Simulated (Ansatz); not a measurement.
# ClGeH3OSn: up Jacob's ladder to CCSD(T)

One table from this session's results is given with a row withheld; the runs are named, their logs left out.

Program: Ansatz 0.2.0, Gaussian basis. Level of theory: functionals in def2-TZVPP, the program's frozen cores in correlated methods. These are calculated values, not measurements.

Plan: LDA (SPW92), PBE-D4, revPBE-D4, BLYP-D4, r2SCAN-D4, B97M-V, PBE0-D4, B3LYP-D4, r2SCANh-D4, r2SCAN0-D4, HSE06-D4, BHLYP-D4, CAM-B3LYP-D4, LC-ωPBE, ωB97X-V, ωB97M-V, B2PLYP, PBE-QIDH; CCSD(T)/def2-SVP; CCSD(T)/def2-TZVPP; MP2/def2-QZVPP; extrapolation to the limit; RPA on PBE.

**The geometry**

All runs share one geometry, relaxed beforehand with PBE0-D4 in a triple-zeta def2 set. Sn takes the def2 core potential; no spin-orbit term is included.

7 atoms, charge 0, spin multiplicity 1.

Atoms are counted from 1 here; the program's logs count them from 0.

Bond lengths: Cl1–Sn2 2.334 Å, Sn2–O3 2.065 Å, Sn2–Ge4 2.503 Å, Sn2–H5 1.702 Å, O3–Ge4 1.781 Å, Ge4–H6 1.535 Å, Ge4–H7 1.536 Å. Angles: Cl1–Sn2–O3 106.6°, Cl1–Sn2–Ge4 117.4°, Cl1–Sn2–H5 104.9°, O3–Sn2–Ge4 44.6°, O3–Sn2–H5 108.6°, Ge4–Sn2–H5 134.3°, Sn2–O3–Ge4 80.8°, Sn2–Ge4–O3 54.6°, Sn2–Ge4–H6 119.5°, Sn2–Ge4–H7 122.4°, O3–Ge4–H6 116.6°, O3–Ge4–H7 116.4°, H6–Ge4–H7 113.9°.

The first run:

Contents of in.yaml:

```yaml
crystal:
  periodic: [false, false, false]
  atoms:
    - {symbol: Cl, position_ang: [-2.641472, -1.168738, 0.679476]}
    - {symbol: Sn, position_ang: [-0.452705, -1.122694, -0.130998]}
    - {symbol: O, position_ang: [-0.201036, 0.712918, -1.043708]}
    - {symbol: Ge, position_ang: [0.904180, 0.927923, 0.335617]}
    - {symbol: H, position_ang: [-0.401617, -2.335019, -1.324362]}
    - {symbol: H, position_ang: [0.452368, 1.899574, 1.434767]}
    - {symbol: H, position_ang: [2.401482, 1.018035, 0.003408]}
basis:
  gaussian: {orbitals: def2-TZVPP}
hamiltonian: {xc: lda}
output: {orbitals: {seedname: orbitals}}
```

Steps of the session up to this table: LDA; PBE-D4 (GGA); revPBE-D4 (GGA); BLYP-D4 (GGA); r2SCAN-D4 (meta-GGA); B97M-V (meta-GGA); PBE0-D4 (hybrid); B3LYP-D4 (hybrid); r2SCANh-D4 (hybrid); r2SCAN0-D4 (hybrid); HSE06-D4 (hybrid); BHLYP-D4 (hybrid); CAM-B3LYP-D4 (range-separated); LC-ωPBE (range-separated); ωB97X-V (range-separated); ωB97M-V (range-separated); B2PLYP (double hybrid); PBE-QIDH (double hybrid).

One table of the session follows, with a row left open; its other results are not shown here.

It belongs to the step «Frontier levels by functional». 

| functional | HOMO (eV) | LUMO (eV) | gap (eV) |
| --- | --- | --- | --- |
| LDA (SPW92) | -6.15 | -3.36 | 2.79 |
| PBE-D4 | -5.98 | -3.13 | 2.85 |
| revPBE-D4 | -5.91 | -3.05 | 2.87 |
| BLYP-D4 | -5.84 | -3.08 | 2.77 |
| r2SCAN-D4 | -6.22 | -3.03 | 3.19 |
| B97M-V | -6.22 | -2.95 | 3.27 |
| PBE0-D4 | -7.01 | -2.39 | 4.62 |
| B3LYP-D4 | -6.83 | -2.65 | 4.18 |
| r2SCANh-D4 | -6.60 | -2.76 | 3.85 |
| r2SCAN0-D4 | ? | ? | ? |
| HSE06-D4 | -6.62 | -2.75 | 3.88 |
| BHLYP-D4 | -7.93 | -1.59 | 6.34 |
| CAM-B3LYP-D4 | -8.20 | -1.48 | 6.71 |
| LC-ωPBE | -9.37 | -0.39 | 8.98 |
| ωB97X-V | -9.10 | -0.46 | 8.63 |
| ωB97M-V | -8.98 | -0.62 | 8.36 |

Estimate the missing values for r2SCAN0-D4.

Worked estimate for «HOMO (eV)». Against the share of exact exchange, r2SCAN-D4 (0, -6.22), r2SCANh-D4 (0.1, -6.60) give a slope of -3.80 per unit share; at 0.25 the line stands at -7.17.

As computed: HOMO (eV): -7.18; LUMO (eV): -2.35; gap (eV): 4.83. In «HOMO (eV)» the line misses by +0.01.
